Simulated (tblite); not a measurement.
# C4H8BrFSi2: the cost of one run

Computed with tblite 0.8.0 and PySCF 2.14.0, with density-fitted response routines of our own, on a single molecule in the gas phase. Atoms are numbered from 0 throughout.

## 1. The molecule as given

16 atoms, charge 0, multiplicity 1; geometry from: force field or distance geometry start.

Bonds of the start (Å): C0–C1 1.22, C1–Si2 1.86, Si2–C3 1.83, C3–Br4 1.98, C3–Si5 1.83, Si5–C6 1.85, Si5–F7 1.60, C0–H8 1.06, Si2–H9 1.48, Si2–H10 1.49, C3–H11 1.10, Si5–H12 1.49, C6–H13 1.09, C6–H14 1.10, C6–H15 1.09.

## 2. Relaxing the molecule with GFN2-xTB

What the job is given:

```
{"job": {"kind": "relax", "xc": "GFN2-xTB", "basis": "xTB"}, "charge": 0, "multiplicity": 1}
C      4.117500    -0.322000     0.440800
C      2.972800    -0.031000     0.145600
Si     1.215700     0.402100    -0.286000
C      0.043900    -0.983400    -0.044100
Br     0.009900    -1.517500     1.858400
Si    -1.634500    -0.469300    -0.567500
C     -2.392500     0.937100     0.362200
F     -1.578500    -0.057100    -2.113600
H      5.118300    -0.572100     0.698700
H      1.203000     0.846200    -1.702600
H      0.795800     1.583700     0.517900
H      0.367600    -1.890400    -0.569200
H     -2.552700    -1.631200    -0.453700
H     -1.814400     1.857500     0.252200
H     -2.471400     0.721500     1.436900
H     -3.408200     1.134800     0.012800
```

Command:

```
$ OMP_NUM_THREADS=1 python probes_run.py task.json out
```

One launch serves the whole session: the jobs run in the order shown.

**Question.** How long does this first job take on 1 thread of Arm Neoverse N1, shared host, and how much memory does it need?

About 1 s, with a peak of 0.18 GiB.
